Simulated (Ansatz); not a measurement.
# H5CClO: the cost of one run

Program: Ansatz 0.2.0. Level of theory: DFT r2SCAN+D3(BJ), plane waves, PAW, scalar-relativistic, no spin polarisation. These are calculated values, not measurements.

**1. Starting point**

The cell holds 24 atoms (C3H15Cl3O3): a = 6.906 Å, b = 6.906 Å, c = 6.906 Å, α = 90.00°, β = 90.00°, γ = 90.00°.

As a file:

```xyz
24
Lattice="6.9062 0.0000 0.0000 0.0000 6.9062 0.0000 0.0000 0.0000 6.9062" Properties=species:S:1:pos:R:3 pbc="T T T"
O     2.9878    6.2393    5.7374
H     2.5186    6.8096    5.1108
H     3.4573    5.6075    5.1729
O     2.1813    1.9301    6.2798
H     2.6990    2.2611    5.5311
H     1.5185    1.3547    5.8703
O     0.4247    3.9806    3.8621
H     0.6295    4.1861    2.9380
H     0.9885    3.2191    4.0633
C     5.5906    1.4150    3.1539
Cl    5.4960    1.4871    4.9273
H     5.5865    2.4289    2.7588
H     6.5107    0.9083    2.8699
H     4.7308    0.8649    2.7768
C     0.2433    2.9604    0.4670
Cl    1.2213    4.4442    0.4936
H    -0.6349    3.1054    1.0929
H    -0.0595    2.7557   -0.5579
H     0.8417    2.1364    0.8502
C     4.4807    4.7170    2.9602
Cl    4.2957    4.3921    1.2226
H     5.1235    3.9545    3.3953
H     4.9288    5.7001    3.0896
H     3.4999    4.6900    3.4306
```

**2. Relaxing the start**

input.yaml reads:

```yaml
crystal:
  lattice:
    - [6.906233, 0.0, 0.0]
    - [0.0, 6.906233, 0.0]
    - [0.0, 0.0, 6.906233]
  atoms:
    - { symbol: O, position: [0.4326278, 0.9034269, 0.8307511] }
    - { symbol: H, position: [0.3646806, 0.9860124, 0.7400236] }
    - { symbol: H, position: [0.50061, 0.8119546, 0.7490202] }
    - { symbol: O, position: [0.3158509, 0.2794733, 0.909299] }
    - { symbol: H, position: [0.3908025, 0.3274019, 0.8008841] }
    - { symbol: H, position: [0.2198766, 0.1961563, 0.8500042] }
    - { symbol: O, position: [0.0614964, 0.5763719, 0.5592149] }
    - { symbol: H, position: [0.0911537, 0.6061286, 0.4254103] }
    - { symbol: H, position: [0.1431297, 0.4661186, 0.5883505] }
    - { symbol: C, position: [0.8094969, 0.2048892, 0.4566771] }
    - { symbol: Cl, position: [0.7958029, 0.2153324, 0.7134533] }
    - { symbol: H, position: [0.8089061, 0.3516905, 0.3994629] }
    - { symbol: H, position: [0.9427299, 0.1315253, 0.4155539] }
    - { symbol: H, position: [0.6850114, 0.1252314, 0.4020657] }
    - { symbol: C, position: [0.0352287, 0.4286627, 0.0676202] }
    - { symbol: Cl, position: [0.1768474, 0.6435112, 0.0714741] }
    - { symbol: H, position: [-0.0919365, 0.4496525, 0.1582451] }
    - { symbol: H, position: [-0.0086151, 0.3990183, -0.0807824] }
    - { symbol: H, position: [0.1218826, 0.3093427, 0.1231024] }
    - { symbol: C, position: [0.6487881, 0.6830081, 0.4286217] }
    - { symbol: Cl, position: [0.6220004, 0.6359611, 0.1770277] }
    - { symbol: H, position: [0.74187, 0.5725961, 0.4916248] }
    - { symbol: H, position: [0.7136796, 0.8253539, 0.4473616] }
    - { symbol: H, position: [0.5067708, 0.6790979, 0.4967408] }
basis:
  ecutwfc: 500.0
kpoints:
  mp_grid: { grid: [1, 1, 1] }
hamiltonian:
  xc: r2scan
  dispersion: d3bj
scf:
  occupations: { method: fermi_dirac, width: 0.02 }
  lower_state_search: "off"
relax:
  f_tol: 0.3
  max_steps: 15
  adjacent_minimum: "off"
```

Launch:

```sh
$ ansatz run input.yaml --threads 1 --pin off --max-ram 3072MiB --backend cpu --events-out ev --progress --plain --runs-dir out
```

**Question.** How long does this run take on 1 thread of Arm Neoverse V2, shared host, and how much memory does it need?

About 5.7 min, with a peak of 1 GiB.
